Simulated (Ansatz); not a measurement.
Write a Python script for Ansatz 0.2.0 through its Python package that makes a geometry optimisation of C3H3BrO, SMILES BrC=C1CO1. Level of theory: PBE0, def2-SVP basis, multiplicity 1.

```csv
atom,x (Å),y (Å),z (Å)
Br,-1.0386,0.1393,2.4143
C,-0.0654,0.8578,1.0168
C,0.1287,0.2232,-0.1236
C,0.1121,-0.8442,-0.9920
O,0.8166,0.4025,-1.2644
H,0.3498,1.8594,1.2078
H,0.6422,-1.7425,-0.7833
H,-0.8532,-0.9527,-1.5314
```

`c3h3bro.py`
```python
"""Geometry optimisation of C3H3BrO."""

import ansatz as az
import numpy as np

params = {
    "basis": "def2-SVP",
    "functional": "pbe0",
}

GEOMETRY = """
Br   -1.03860    0.13930    2.41430
C    -0.06540    0.85780    1.01680
C     0.12870    0.22320   -0.12360
C     0.11210   -0.84420   -0.99200
O     0.81660    0.40250   -1.26440
H     0.34980    1.85940    1.20780
H     0.64220   -1.74250   -0.78330
H    -0.85320   -0.95270   -1.53140
"""

mol = az.Crystal.molecule()
for line in GEOMETRY.strip().splitlines():
    symbol, *xyz = line.split()
    mol = mol.atom(symbol, [float(v) for v in xyz])

model = (
    mol.calculation()
    .basis(gaussian=params["basis"])
    .functional(params["functional"])
)
symbols = [site.symbol for site in mol.cartesian_sites]
start = np.array([site.position_ang for site in mol.cartesian_sites], dtype=float)
def progress(event):
    if event["event"] == "relax_step":
        row = event["data"]
        print(f"step {row['step']:3d}  E = {row['lagrangian_ev']:.6f} eV  largest force component {row['allowed_force_max_ev_ang']:.4f} eV/A")


summary = model.relax(force_tolerance=0.02).session().plan().execute(on_event=progress).report
end = np.array(summary["positions_ang"])

print(f"E = {summary['free_energy_ev']:.6f} eV = {summary['free_energy_ev'] / 27.211386246:.7f} Ha")
print("converged:", summary["converged"], " doubts:", summary["published_state_doubts"] or "none")

print("final positions (A) and the move of each atom")
for symbol, xyz, old in zip(symbols, end, start):
    print(f"{symbol:2s} {xyz[0]:10.5f} {xyz[1]:10.5f} {xyz[2]:10.5f}   {np.linalg.norm(xyz - old):7.4f}")
with open("c3h3bro_opt.xyz", "w") as handle:
    handle.write(f"{len(symbols)}\nrelaxed C3H3BrO\n")
    handle.writelines(f"{s:2s} {x:11.6f} {y:11.6f} {z:11.6f}\n" for s, (x, y, z) in zip(symbols, end))
```

```console
$ python c3h3bro.py
step   1  E = -75224.270832 eV  largest force component 2.0710 eV/A
step   2  E = -75224.427553 eV  largest force component 0.9984 eV/A
step   3  E = -75224.449364 eV  largest force component 0.2694 eV/A
step   4  E = -75224.454526 eV  largest force component 0.2159 eV/A
step   5  E = -75224.455600 eV  largest force component 0.0745 eV/A
step   6  E = -75224.456023 eV  largest force component 0.0167 eV/A
E = -75224.456047 eV = -2764.4477707 Ha
converged: True  doubts: none
final positions (A) and the move of each atom
Br   -1.06988    0.17334    2.45128    0.0592
C    -0.04841    0.89412    1.05049    0.0524
C     0.15615    0.22398   -0.07180    0.0586
C     0.06056   -0.86445   -0.99611    0.0555
O     0.78788    0.37228   -1.24553    0.0458
H     0.36079    1.89075    1.22074    0.0357
H     0.69127   -1.75182   -0.86651    0.0970
H    -0.84616   -0.99540   -1.59836    0.0797
```

File `c3h3bro_opt.xyz` afterwards:
```text
8
relaxed C3H3BrO
Br   -1.069880    0.173343    2.451283
C    -0.048411    0.894123    1.050489
C     0.156150    0.223982   -0.071800
C     0.060559   -0.864455   -0.996111
O     0.787878    0.372279   -1.245534
H     0.360790    1.890747    1.220743
H     0.691274   -1.751815   -0.866505
H    -0.846161   -0.995404   -1.598363
```

Notes:
- Total energies depend on the basis set; only differences at equal settings carry meaning.
- The end point is the stationary point reached from this start; no frequency run checks that it is a minimum, and the basis set is modest.
- Run time: 25 s on 1 thread of Intel(R) Xeon(R) Platinum 8488C (Sapphire Rapids), on a shared host, peak memory 0.31 GiB.

(Lines on the test bed's own set-up are left out of the output.)
